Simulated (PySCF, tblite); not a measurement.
# C6H8Cl2SSi: geometry, infrared bands and NMR shifts

Wanted: the infrared bands and NMR shifts of C6H8Cl2SSi (`C#C[SiH2]/C(=C\SC)C(Cl)Cl`), by calculation.

Computed with tblite 0.8.0 and PySCF 2.14.0, with density-fitted response routines of our own, on a single molecule in the gas phase. Atoms are numbered from 0 throughout.

## Step 1: Starting geometry

18 atoms, charge 0, multiplicity 1; geometry from: force field or distance geometry start.

Bonds of the start (Å): C0–C1 1.21, C1–Si2 1.82, Si2–C3 1.83, C3–C4 1.33, C4–S5 1.81, S5–C6 1.84, C3–C7 1.49, C7–Cl8 1.78, C7–Cl9 1.77, C0–H10 1.08, Si2–H11 1.47, Si2–H12 1.50, C4–H13 1.11, C6–H14 1.10, C6–H15 1.11, C6–H16 1.10, C7–H17 1.11.

## Step 2: Optimising the geometry with GFN2-xTB

What the job is given:

```
{"job": {"kind": "relax", "xc": "GFN2-xTB", "basis": "xTB"}, "charge": 0, "multiplicity": 1}
C     -1.716000    -2.652300    -1.017800
C     -1.824000    -1.511400    -0.621900
Si    -1.958500     0.178000     0.028100
C     -0.397700     1.101900    -0.249400
C      0.775900     0.494500    -0.429000
S      0.923000    -1.307600    -0.460200
C      2.708500    -1.621700    -0.154600
C     -0.412600     2.588700    -0.236400
Cl    -1.020800     3.065600     1.366800
Cl    -1.487100     3.100400    -1.550800
H     -1.626600    -3.663900    -1.371500
H     -2.363400     0.122000     1.442300
H     -3.003000     0.894800    -0.773100
H      1.668600     1.132900    -0.589400
H      2.946600    -1.132300     0.799100
H      2.924800    -2.707100    -0.181500
H      3.245900    -1.087400    -0.957500
H      0.607700     3.011200    -0.319600
```

Launch:

```sh
$ OMP_NUM_THREADS=1 python probes_run.py task.json out
```

One launch serves the whole session: the jobs run in the order shown.

**Question.** This job is followed by: GFN2-xTB harmonic vibrations, gas phase; GIAO PBE0/pcSseg-1 NMR shielding, non-relativistic, gas phase. What will the session give for the following? strongest single infrared mode (GFN2-xTB); zero-point energy (GFN2-xTB); 13C shifts against TMS (PBE0/pcSseg-1); 1H shifts against TMS (PBE0/pcSseg-1, means over atoms taken as alike); 29Si shifts against TMS (PBE0/pcSseg-1); 33S shifts against CS2 (PBE0/pcSseg-1); 35Cl shifts against HCl (PBE0/pcSseg-1, means over atoms taken as alike).

The runs gave:

| quantity | value |
| --- | --- |
| strongest single infrared mode (GFN2-xTB) | 729 cm⁻¹, 324 km/mol |
| zero-point energy (GFN2-xTB) | 70.9 kcal/mol |
| 13C shifts against TMS (PBE0/pcSseg-1) | 154.1, 136.9, 103.8, 90.7, 86.0, 22.3 ppm |
| 1H shifts against TMS (PBE0/pcSseg-1, means over atoms taken as alike) | 6.71, 6.26, 4.95, 2.36, 1.88 ppm |
| 29Si shifts against TMS (PBE0/pcSseg-1) | -82.0 ppm |
| 33S shifts against CS2 (PBE0/pcSseg-1) | 19 ppm |
| 35Cl shifts against HCl (PBE0/pcSseg-1, means over atoms taken as alike) | 331 ppm |

What this shows: Over 218 steps the energy fell by 0.566 eV; of the close pairs, C4–S5 changed most, 1.808 to 1.741 Å. No mode is imaginary among the 48: a minimum at this level. GFN2-xTB is a fitted tight-binding method: band positions and strengths are rough. Its intensities can rank the bands wrongly. C7 stands next to heavy halogen, whose spin-orbit shielding this run leaves out, so the computed shift lies too far downfield, most of all for carbon beside Br or I. H13 (hydrogen on an alkene CH) lies farthest downfield among hydrogen, at 6.71 ppm; olefinic region. At PBE0/pcSseg-1: The widest tensor belongs to Cl8, Cl9: span 680 ppm, with a paramagnetic part of -527 ppm.
